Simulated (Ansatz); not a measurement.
A nudged elastic band was laid between two geometries of a periodic cell of 17 atoms, LiBe₁₆ (host Be, host structure hcp, interstitial Li).

These are results of DFT r2SCAN, scalar-relativistic, plane waves, PAW in Ansatz 0.2.0, not measurements. Settings: cutoff 500 eV, k mesh 5x5x3, gaussian smearing 0.1 eV, no spin polarisation.

```yaml
movable_images: 5
climbing_image: yes
spring: 10.0 eV/Å²
optimiser: quadratic models (default)
start_path: straight line
force_threshold: 0.05 eV/Å
iteration_limit: 17
end_points: relaxed
```

Initial state:

```xyz
17
Lattice="-2.2900 -3.9664 0.0000 3.4350 -1.9832 0.0000 0.0000 0.0000 7.1769" Properties=species:S:1:pos:R:3
Be -0.238 -3.862 -0.028
Be -0.145 -2.597 1.743
Be -0.238 -3.858 3.513
Be 0.590 -2.871 5.314
Be -1.386 -1.918 -0.026
Be 2.173 -2.631 1.742
Be -1.384 -1.912 3.526
Be 2.397 -2.879 5.339
Be 1.099 -1.934 -0.029
Be 1.007 -0.638 1.739
Be 1.112 -1.930 3.497
Be 0.821 -0.874 5.324
Be -0.089 0.003 -0.026
Be 0.966 -4.606 1.746
Be -0.086 0.000 3.511
Be 2.216 -4.947 5.342
Li 2.682 -0.899 5.329
```

Final state:

```xyz
17
Lattice="-2.2900 -3.9664 0.0000 3.4350 -1.9832 0.0000 0.0000 0.0000 7.1769" Properties=species:S:1:pos:R:3
Be 0.112 -3.986 -0.048
Be 0.225 -2.718 1.731
Be -0.088 -3.742 3.544
Be 0.220 -2.717 5.356
Be -1.008 -2.033 -0.049
Be 2.527 -2.756 1.718
Be -1.713 -1.773 3.536
Be 2.524 -2.752 5.361
Be 1.317 -2.012 -0.047
Be 1.236 -0.670 1.719
Be 0.092 -1.662 3.546
Be 1.233 -0.673 5.359
Be 0.136 -0.027 -0.050
Be 1.182 -4.683 1.711
Be 0.340 0.210 3.540
Be 1.185 -4.681 5.365
Li 1.913 -1.756 3.534
```

Which bonds break or form, and what moves?

The atom that moves furthest is Li17, by 2.13 Å; four of its nearest neighbours are Be16 1.83, Be12 1.86, Be8 2.00, Be4 2.00 Å at the first end and Be11 1.82, Be15 1.86, Be3 2.00, Be7 2.01 Å at the last.

Give the energies along the band, and the barrier.

It converged. The highest image is number 3 of 0 to 6, 0.80 eV above the ends, which have the same energy within 2 meV. The order of the point at the top wasn't checked. Limits of this set-up: coarse k mesh, a small cell, in which the defect meets its images, a typed lattice constant that wasn't relaxed here.

```csv
image,path coordinate (Å),energy (eV),Be1–Li17 (Å),Be4–Li17 (Å),Be13–Li17 (Å)
0,0.00,0.00,2.17,2.00,2.22
1,0.71,0.11,2.18,2.15,2.37
2,1.42,0.54,2.45,2.34,2.72
3,2.13,0.80,2.95,2.68,3.06
4,2.83,0.55,3.39,2.64,3.41
5,3.53,0.12,3.82,2.76,3.76
6,4.23,0.00,4.01,2.67,3.96
```

What is the geometry of the highest image?


```xyz
17
Lattice="-2.2900 -3.9664 0.0000 3.4350 -1.9832 0.0000 0.0000 0.0000 7.1769" Properties=species:S:1:pos:R:3
Be -0.023 -3.944 -0.119
Be -0.016 -2.642 1.606
Be -0.035 -3.772 3.264
Be 0.116 -2.725 5.199
Be -1.127 -1.992 0.088
Be 2.315 -2.672 1.813
Be -1.258 -1.908 3.671
Be 2.328 -2.848 5.609
Be 1.103 -1.989 -0.093
Be 1.202 -0.687 1.645
Be 0.924 -2.013 3.276
Be 0.902 -0.566 5.448
Be -0.056 0.020 0.047
Be 1.188 -4.627 1.785
Be 0.243 -0.099 3.420
Be 1.367 -4.603 5.593
Li 2.290 -1.328 4.437
```

Time of the run: 22 min on 2 threads of Arm Neoverse V2, on a shared host, peak memory 1.5 GiB.
